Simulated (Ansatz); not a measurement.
# F3HSi: the cost of one run

Method: PBE0-D4/def2-TZVP structures, single points in def2-TZVPP, no counterpoise correction; program: Ansatz 0.2.0, Gaussian basis.

Levels: SPW92, PBE-D4, BLYP-D4, r2SCAN-D4, B97M-V, PBE0-D4, B3LYP-D4, r2SCAN0-D4, BHLYP-D4, CAM-B3LYP-D4, wB97X-V, wB97M-V, B2PLYP, PBE-QIDH, RPA on PBE, Hartree-Fock, MP2, CCSD, CCSD(T).

Cores are frozen in the correlated methods. B3LYP uses VWN-RPA correlation. B2PLYP carries no dispersion term here.

94 further runs of the same task are left out: 94 set aside as unsound or not needed. Runs told in other sessions of the task aren't counted.

## 1. Starting geometry

The complex: 8 atoms, charge 0, spin multiplicity 1.

Atoms are counted from 1 here; the program's logs count them from 0.

Bond lengths: Si1–F3 1.580 Å, Si1–F4 1.583 Å, Si1–F5 1.580 Å, Si1–H7 1.456 Å, O2–H6 0.961 Å, O2–H8 0.961 Å. Angles: F3–Si1–F4 105.0°, F3–Si1–F5 109.8°, F3–Si1–H7 114.2°, F4–Si1–F5 105.0°, F4–Si1–H7 107.8°, F5–Si1–H7 114.2°, H6–O2–H8 105.6°.

Geometry (Å):

| atom | x (Å) | y (Å) | z (Å) |
| --- | --- | --- | --- |
| Si1 | 0.4680 | -0.1749 | 0.9291 |
| O2 | -1.0904 | 0.3243 | -1.2490 |
| F3 | 0.6440 | -1.4495 | 0.0113 |
| F4 | 1.3562 | -0.4638 | 2.2071 |
| F5 | 1.1396 | 1.0779 | 0.2381 |
| H6 | -0.6670 | 1.0655 | -1.6905 |
| H7 | -0.8981 | 0.0527 | 1.3793 |
| H8 | -0.9524 | -0.4322 | -1.8254 |

Its parts: SiHF3 holds atoms 1, 3, 4, 5, 7; H2O holds atoms 2, 6, 8. Each part counts its atoms afresh in its own runs.

## 2. Relaxing SiHF3 alone

The input, relax-a/in.yaml:

```yaml
crystal:
  periodic: [false, false, false]
  atoms:
    - {symbol: Si, position_ang: [0.468016, -0.174872, 0.929090]}
    - {symbol: F, position_ang: [0.644026, -1.449464, 0.011285]}
    - {symbol: F, position_ang: [1.356171, -0.463793, 2.207111]}
    - {symbol: F, position_ang: [1.139554, 1.077872, 0.238052]}
    - {symbol: H, position_ang: [-0.898097, 0.052691, 1.379298]}
basis:
  gaussian: {orbitals: def2-TZVP}
hamiltonian: {xc: pbe0, dispersion: d4}
relax: {f_tol: 0.005, max_steps: 200}
```

On the command line:

```
> ansatz run in.yaml --threads 4 --pin off --events-out ev --progress --plain --max-ram 9574MiB
```

**Question.** How long does this run take on 4 threads of Intel Xeon at 2.50GHz, shared host?

About 13 s.
